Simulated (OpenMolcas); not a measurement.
# W²⁺ among point charges: CASSCF and CASPT2 levels and susceptibility, part 2 of 2

Aim: the splitting of the states of W²⁺ in the field of 6 point charges, its lowest levels with spin-orbit coupling and its magnetic susceptibility.

OpenMolcas 26.06; ANO-RCC-VDZP, DKH2, active space 4 electrons in 5 orbitals (5d), orbitals: per spin and parity. Surroundings: 6 point charges of -1.7 e arranged as a trigonal prism (D3h), 2.47 Å from the ion, with a polar angle of 50.6° against the regular 49.1°.

**6. State interaction with spin-orbit coupling**

Contents of a.inp:

```
&RASSI
NrOfJobIphs=3 5 45 50
1 2 3 4 5
1 2 3 4 5 6 7 8 9 10 11 12 13 14 15 16 17 18 19 20 21 22 23 24 25 26 27
28 29 30 31 32 33 34 35 36 37 38 39 40 41 42 43 44 45
1 2 3 4 5 6 7 8 9 10 11 12 13 14 15 16 17 18 19 20 21 22 23 24 25 26 27
28 29 30 31 32 33 34 35 36 37 38 39 40 41 42 43 44 45 46 47 48 49 50
IphNames
JOB001
JOB002
JOB003
EJob
SpinOrbit
DIPRint=1.0
SOCoupling=1000.0
Subsets=2
Property=9
'ANGMOM' 1 'ANGMOM' 2 'ANGMOM' 3 'MLTPL  1' 1 'MLTPL  1' 2 'MLTPL  1' 3
'AMFI' 1 'AMFI' 2 'AMFI' 3
SOProperty=3
'ANGMOM' 1 'ANGMOM' 2 'ANGMOM' 3
```

Command:

```sh
OMP_NUM_THREADS=1 MOLCAS_MEM=1689 MOLCAS_PROJECT=a pymolcas a.inp > a.log
```

Log:

```text
SPIN-FREE ENERGIES:
  (Shifted by EMIN (a.u.) =     -16131.0010139773)

 SF State       Relative EMIN(au)   Rel lowest level(eV)    D:o, cm**(-1)      L_eff

     1             0.0000000000        0.0000000000              0.0000         1.9
     2             0.0000000532        0.0000014472              0.0117         1.9
     3             0.0286625402        0.7799474524           6290.7004         1.8
     4             0.0387610506        1.0547419192           8507.0673         1.9
     5             0.0387610565        1.0547420798           8507.0686         1.9
     6             0.0444215547        1.2087720814           9749.4043         3.7
     7             0.0566568117        1.5417103868          12434.7329         3.9
     8             0.0566568117        1.5417103868          12434.7329         3.9
     9             0.0607968476        1.6543665024          13343.3657         3.3
    10             0.0628895965        1.7113131005          13802.6710         3.8
    11             0.0628895997        1.7113131883          13802.6717         3.8
    12             0.0637871520        1.7357368314          13999.6617         3.4
    13             0.0652663482        1.7759878108          14324.3077         3.4
    14             0.0652663703        1.7759884099          14324.3126         3.4
    15             0.0694360930        1.8894523463          15239.4609         4.5
    16             0.0694360952        1.8894524068          15239.4614         4.5
    17             0.0706896976        1.9235646662          15514.5953         4.2
    18             0.0738833781        2.0104691398          16215.5272         4.2
    51             0.0752833823        2.0485651935          16522.7926         5.0
    52             0.0752833831        2.0485652141          16522.7927         5.0
    53             0.0758400080        2.0637117513          16644.9578         3.4
    19             0.0835379274        2.2731828092          18334.4558         3.1
    20             0.0835379353        2.2731830245          18334.4576         3.1
    54             0.0912049744        2.4818137868          20017.1781         5.5
    55             0.0912049771        2.4818138594          20017.1787         5.5
    21             0.0922415034        2.5100191778          20244.6700         1.7
    56             0.0951826380        2.5900515253          20890.1744         5.4
    22             0.0955939878        2.6012449256          20980.4552         4.5
    23             0.0955940196        2.6012457913          20980.4622         4.5
    57             0.0971333883        2.6431341464          21318.3146         4.1
    58             0.0971334129        2.6431348170          21318.3200         4.1
    59             0.0983247333        2.6755522964          21579.7846         5.1
    24             0.0990335036        2.6948389184          21735.3417         3.8
    25             0.0990335262        2.6948395331          21735.3467         3.8
    26             0.1034107620        2.8139501874          22696.0389         3.6
    27             0.1036235636        2.8197408120          22742.7434         3.6
    28             0.1036235658        2.8197408744          22742.7439         3.6
    60             0.1049039914        2.8545830279          23023.7648         4.6
    61             0.1049039999        2.8545832597          23023.7667         4.6
    29             0.1075129717        2.9255769988          23596.3698         2.3
Eigenvalues of complex Hamiltonian:
   -----------------------------------
  (Shifted by EMIN (a.u.) =     -16131.0010139773)

 SO State       Relative EMIN(au)   Rel lowest level(eV)    D:o, cm**(-1)     J-value

     1            -0.0184947858        0.0000000000              0.0000         1.4
     2            -0.0147441349        0.1020604103            823.1727         1.6
     3            -0.0147441222        0.1020607557            823.1755         1.6
     4            -0.0091261122        0.2549345962           2056.1862         2.2
     5            -0.0073119201        0.3043012768           2454.3553         2.3
     6            -0.0073118809        0.3043023437           2454.3639         2.3
     7            -0.0039613959        0.3954736859           3189.7104         2.0
     8            -0.0039613954        0.3954736981           3189.7105         2.0
     9             0.0004817668        0.5163783023           4164.8719         1.9
    10             0.0004858694        0.5164899401           4165.7723         1.9
    11             0.0191774943        1.0251149641           8268.1098         2.1
    12             0.0219974178        1.1018489902           8887.0114         2.1
    13             0.0224567507        1.1143480772           8987.8234         2.5
    14             0.0224567513        1.1143480930           8987.8235         2.5
    15             0.0245131653        1.1703059683           9439.1542         3.1
    16             0.0245131853        1.1703065122           9439.1586         3.1
    17             0.0254303585        1.1952640680           9640.4549         3.5
    18             0.0291328257        1.2960133305          10453.0525         2.8
    19             0.0291328420        1.2960137765          10453.0561         2.8
    20             0.0323231350        1.3828260707          11153.2444         2.6
    21             0.0323231402        1.3828262117          11153.2456         2.6
    22             0.0324044033        1.3850374929          11171.0808         2.9
    23             0.0345314147        1.4429164234          11637.9058         1.9
    24             0.0345314168        1.4429164792          11637.9063         1.9
    25             0.0351935945        1.4609352523          11783.2375         2.4
    26             0.0360255183        1.4835730520          11965.8236         2.4
    27             0.0417562238        1.6395134934          13223.5681         2.8
    28             0.0422937411        1.6541400850          13341.5395         2.9
    29             0.0423803556        1.6564969860          13360.5492         3.4
    30             0.0423803606        1.6564971196          13360.5503         3.4
    31             0.0446652094        1.7186710252          13862.0167         2.7
    32             0.0446652119        1.7186710926          13862.0172         2.7
    33             0.0499290457        1.8619073058          15017.2952         2.1
    34             0.0499290633        1.8619077849          15017.2990         2.1
    35             0.0509835575        1.8906020355          15248.7338         2.2
    36             0.0509835714        1.8906024117          15248.7368         2.2
    37             0.0537851730        1.9668378768          15863.6173         4.0
    38             0.0537851897        1.9668383295          15863.6210         4.0
    39             0.0550348950        2.0008445435          16137.8996         2.6
    40             0.0550348990        2.0008446522          16137.9005         2.6
    41             0.0566431488        2.0446073590          16490.8705         2.2
Weights of the five most important spin-orbit-free states for each spin-orbit state.

 SO State  Total energy (au)           Spin-free states, spin, and weights
 -------------------------------------------------------------------------------------------------------
    1        -0.018495       1 2.0  0.3552    2 2.0  0.3552    3 2.0  0.0732    6 1.0  0.0535    4 2.0  0.0216
    2        -0.014744       1 2.0  0.5140    2 2.0  0.3307    3 2.0  0.0637    6 1.0  0.0439   26 1.0  0.0115
    3        -0.014744       2 2.0  0.5140    1 2.0  0.3307    3 2.0  0.0637    6 1.0  0.0439   26 1.0  0.0115
    4        -0.009126       1 2.0  0.4435    2 2.0  0.4435    4 2.0  0.0268    5 2.0  0.0268   14 1.0  0.0112
    5        -0.007312       1 2.0  0.7882    2 2.0  0.1242   14 1.0  0.0165    4 2.0  0.0161    5 2.0  0.0161
    6        -0.007312       2 2.0  0.7882    1 2.0  0.1242   13 1.0  0.0165    5 2.0  0.0161    4 2.0  0.0161
    7        -0.003961       2 2.0  0.4417    1 2.0  0.4417    3 2.0  0.0439    4 2.0  0.0288    8 1.0  0.0096
    8        -0.003961       2 2.0  0.4417    1 2.0  0.4417    3 2.0  0.0439    5 2.0  0.0288    7 1.0  0.0096
    9         0.000482       2 2.0  0.4511    1 2.0  0.4510    8 1.0  0.0241    7 1.0  0.0241   27 1.0  0.0109
   10         0.000486       2 2.0  0.4512    1 2.0  0.4512    7 1.0  0.0239    8 1.0  0.0239   27 1.0  0.0113
   11         0.019177       4 2.0  0.2452    5 2.0  0.2452    3 2.0  0.1311    6 1.0  0.0733   10 1.0  0.0606
   12         0.021997       4 2.0  0.3988    5 2.0  0.3988    1 2.0  0.0374    2 2.0  0.0374   10 1.0  0.0357
```

Time for these steps: 30 s (1 thread, shared host).

States without spin-orbit coupling:

```tsv
state	degeneracy	E (cm-1)	free-ion L (%)
5E	2	0	D (100)
5A1	1	6291	D (100)
5E	2	8507	D (100)
3A2	1	9749	H (53)
3E	2	12435	H (41)
3A2	1	13343	F (63)
3E	2	13803	H (63)
3A1	1	14000	G (57)
3E	2	14324	F (44)
3E	2	15239	H (88)
3A1	1	15515	H (55)
3A2	1	16216	G (48)
1E	2	16523	I (63)
1A1	1	16645	G (78)
3E	2	18334	G (59)
singlet	2	20017	I (90)
3A2	1	20245	P (67)
1A2	1	20890	I (85)
triplet	2	20980	H (73)
1E	2	21318	G (82)
1A1	1	21580	I (71)
3E	2	21735	G (42)
3A2	1	22696	H (46)
3E	2	22743	F (56)
```

With spin-orbit coupling:

| E (cm-1) | Degeneracy | Label | 2S+1 | g |
| --- | --- | --- | --- | --- |
| 0.0 | 1 | A1 | 5 |  |
| 823.2 | 2 | E | 5 | 0.00 0.00 4.89 |
| 2056 | 1 | A2 | 5 |  |
| 2454 | 2 | E | 5 | 0.00 0.00 2.95 |
| 3190 | 2 | E | 5 | 0.00 0.00 5.98 |
| 4165 | 1 | A2 | 5 |  |
| 4166 | 1 | A1 | 5 |  |
| 8268 | 1 | A1 | 5 |  |
| 8887 | 1 | A2 | 5 |  |
| 8988 | 2 | E | 5 | 0.00 0.00 7.49 |
| 9439 | 2 | E | 5 | 0.00 0.00 3.66 |
| 9640 | 1 | A1 | 5 |  |
| 10453 | 2 | E | 5 | 0.00 0.00 0.29 |
| 11153 | 2 | E | 5 | 0.00 0.00 2.51 |
| 11171 | 1 | A1 | 3 |  |
| 11638 | 2 | E | 5 | 0.00 0.00 9.33 |
| 11783 | 1 | A1 | 5 |  |
| 11966 | 1 | A2 | 5 |  |
| 13224 | 1 | A2 | 3 |  |
| 13342 | 1 | A1 | 3 |  |
| 13361 | 2 | E | 3 | 0.00 0.00 3.66 |
| 13862 | 2 | E | 3 | 0.00 0.00 4.13 |
| 15017 | 2 | E | 3 | 0.00 0.00 3.22 |
| 15249 | 2 | E | 3 | 0.00 0.00 1.77 |

The table of states holds 24 of 67 computed; the rest, higher up, is left out. Labels of spin-orbit levels are those of the rotation subgroup (D3 for D3h). Principal g values are given for doublets only; a zero marks a field direction without first-order Zeeman splitting.

Powder χT (cm³ K/mol): 0.00 at 2 K, 0.01 at 5 K, 0.02 at 10 K, 0.04 at 20 K, 0.09 at 50 K, 0.19 at 100 K, 0.28 at 150 K, 0.38 at 200 K, 0.47 at 250 K, 0.56 at 300 K.

Orbitals of the lowest block (energies include the constant potential of the surroundings):

```tsv
shell	space	energy (hartree)	mean occupation	⟨r²⟩ (bohr²)
1s	inactive	-2562.0603	2.000	0.000431
2s	inactive	-446.4044	2.000	0.00704
2p	inactive	-391.7438	6.000	0.00582
3s	inactive	-103.9118	2.000	0.0460
3p	inactive	-87.3227	6.000	0.0466
3d	inactive	-67.4487	10.000	0.0390
4s	inactive	-21.3982	2.000	0.229
4p	inactive	-15.8274	6.000	0.259
4d	inactive	-8.4780	10.000	0.304
4f	inactive	-0.2966	14.000	0.445
5s	inactive	-1.8964	2.000	1.32
5p	inactive	-0.4013	6.000	1.78
5d	RAS2		4.000	4.81
```

**7. CASPT2: IPEA 0.25, imaginary shift 0.1 (closed shells correlated: 4f 5s 5p)**

Contents of a.inp:

```
>>> COPY JOB001 $Project.JobIph
&CASPT2
Multistate=5 1 2 3 4 5
NoMult
Frozen=23
IPEA=0.25
Imaginary=0.1
MaxIter=60
WThr=0.0 0.3 0.05
PrWF=0.5
NoMix
>>> COPY JOB002 $Project.JobIph
&CASPT2
Multistate=45 1 2 3 4 5 6 7 8 9 10 11 12 13 14 15 16 17 18 19 20 21 22
23 24 25 26 27 28 29 30 31 32 33 34 35 36 37 38 39 40 41 42 43 44 45
NoMult
Frozen=23
IPEA=0.25
Imaginary=0.1
MaxIter=60
WThr=0.0 0.3 0.05
PrWF=0.5
NoMix
>>> COPY JOB003 $Project.JobIph
&CASPT2
Multistate=50 1 2 3 4 5 6 7 8 9 10 11 12 13 14 15 16 17 18 19 20 21 22
23 24 25 26 27 28 29 30 31 32 33 34 35 36 37 38 39 40 41 42 43 44 45 46
47 48 49 50
NoMult
Frozen=23
IPEA=0.25
Imaginary=0.1
MaxIter=60
WThr=0.0 0.3 0.05
PrWF=0.5
NoMix
```

Command:

```sh
OMP_NUM_THREADS=1 MOLCAS_MEM=1689 MOLCAS_PROJECT=a pymolcas a.inp > a.log
```

Log, cut to the lines that bear on the results:

```text
[...]
      Active orbitals                            5
[...]
      E2 (Variational):          -0.8028627321
      Total energy:          -16131.8038767094
[...]
::    CASPT2 Root  1     Total energy: -16131.80387671
::    CASPT2 Root  2     Total energy: -16131.80387888
[...]
::    CASPT2 Root 27     Total energy: -16131.68154310
::    CASPT2 Root 28     Total energy: -16131.66958382
::    CASPT2 Root 29     Total energy: -16131.66927757
::    CASPT2 Root 30     Total energy: -16131.66569071
```

This run took 33 s in all on 1 thread, shared host.

SS-CASPT2: lowest energy less the reference's lowest, -0.8029 hartree; reference weights 0.868 to 0.918.

Spin-free states, with their symmetry labels:

```tsv
state	degeneracy	E (cm-1)	free-ion L (%)
5E	2	0	D (100)
5A1	1	6885	D (100)
3A2	1	7485	H (53)
5E	2	8536	D (100)
3E	2	10546	H (41)
3A2	1	11383	F (63)
3A1	1	11696	G (57)
3E	2	11857	H (63)
1A1	1	12314	G (78)
3E	2	12744	F (44)
1E	2	13596	I (63)
3E	2	13896	H (88)
3A1	1	14056	H (55)
3A2	1	14829	G (48)
3E	2	16219	G (59)
3A2	1	16999	P (67)
1E	2	18652	G (82)
singlet	2	18862	I (90)
1A2	1	19032	I (85)
1A1	1	19340	I (71)
1E	2	19546	I (57)
1A1	1	20346	F (66)
3E	2	20507	G (42)
triplet	2	20612	H (73)
```

With spin-orbit coupling:

| E (cm-1) | Degeneracy | Label | 2S+1 | g |
| --- | --- | --- | --- | --- |
| 0 | 1 | A1 | 5 |  |
| 1090 | 2 | E | 5 | 0.00 0.00 4.83 |
| 2370 | 1 | A2 | 5 |  |
| 2800 | 2 | E | 5 | 0.00 0.00 2.97 |
| 3560 | 2 | E | 5 | 0.00 0.00 5.95 |
| 4440 | 1 | A2 | 5 |  |
| 4440 | 1 | A1 | 5 |  |
| 7710 | 1 | A1 | 3 |  |
| 9030 | 1 | A2 | 5 |  |
| 9380 | 2 | E | 5 | 0.00 0.00 6.98 |
| 9570 | 1 | A1 | 5 |  |
| 9940 | 2 | E | 5 | 0.00 0.00 3.50 |
| 10540 | 2 | E | 5 | 0.00 0.00 0.82 |
| 10660 | 1 | A1 | 5 |  |
| 10740 | 2 | E | 3 | 0.00 0.00 2.16 |
| 11100 | 2 | E | 5 | 0.00 0.00 4.26 |
| 11550 | 1 | A1 | 5 |  |
| 11570 | 1 | A2 | 3 |  |
| 11810 | 2 | E | 3 | 0.00 0.00 3.37 |
| 12150 | 1 | A1 | 3 |  |
| 12230 | 1 | A2 | 3 |  |
| 12750 | 2 | E | 3 | 0.00 0.00 4.53 |
| 13990 | 2 | E | 3 | 0.00 0.00 1.34 |
| 14320 | 2 |  | 3 | 0.00 0.00 6.07 |

Powder χT (cm³ K/mol): 0.00 at 2 K, 0.01 at 5 K, 0.01 at 10 K, 0.03 at 20 K, 0.07 at 50 K, 0.14 at 100 K, 0.21 at 150 K, 0.27 at 200 K, 0.34 at 250 K, 0.41 at 300 K.

**8. The methods side by side**

A. CASSCF
B. SS-CASPT2, IPEA 0.25, imaginary shift 0.1 (closed shells correlated: 4f 5s 5p)

```tsv
method	ground state	first state of that spin (cm-1)	first gap with spin-orbit (cm-1)	χT at 300 K
A	5E	5A1 6291	823.2	0.56
B	5E	5A1 6885	1088.2	0.41
```

**9. Summary of results**

This closing draws on all 2 parts.

```
                                            quantity                                                                           value
                                              method  SS-CASPT2, IPEA 0.25, imaginary shift 0.1 (closed shells correlated: 4f 5s 5p)
                              spin-free ground state                                                  5E, 2-fold in its orbital part
first state of the same spin within the active space                                                                5A1 at 6880 cm⁻¹
                                        lowest level                                                                       1-fold A1
                                          next level                                                                     1088.2 cm⁻¹
                                         χT at 300 K                                                                  0.41 cm³ K/mol
                           effective moment at 300 K                                                                         1.82 μB
```

Cost by method:

```tsv
method	time of its own steps	time with the reference
A. CASSCF	30 s	30 s
B. SS-CASPT2, IPEA 0.25, imaginary shift 0.1, +4f 5s 5p	33 s	63 s
```

Times are of one thread on a shared host.

What this shows: The spin-free ground state (5E) comes to 100 % from free-ion D terms and keeps the highest spin of the shell. χT at 300 K is 0.41, against 3.01 cm³ K/mol for the spin alone, so spin-orbit coupling lowers it. An active space of the d shell alone favours high spin; real ions in strong fields can be low spin. CASPT2 does not keep the components of a term degenerate, and the means are used. The field of point charges can differ much from that of real complexes. With metal d orbitals alone active, the gaps between spin states are rough; where two lie within a few thousand cm-1, their order is open. This is an electrostatic model: the charges have no orbitals.
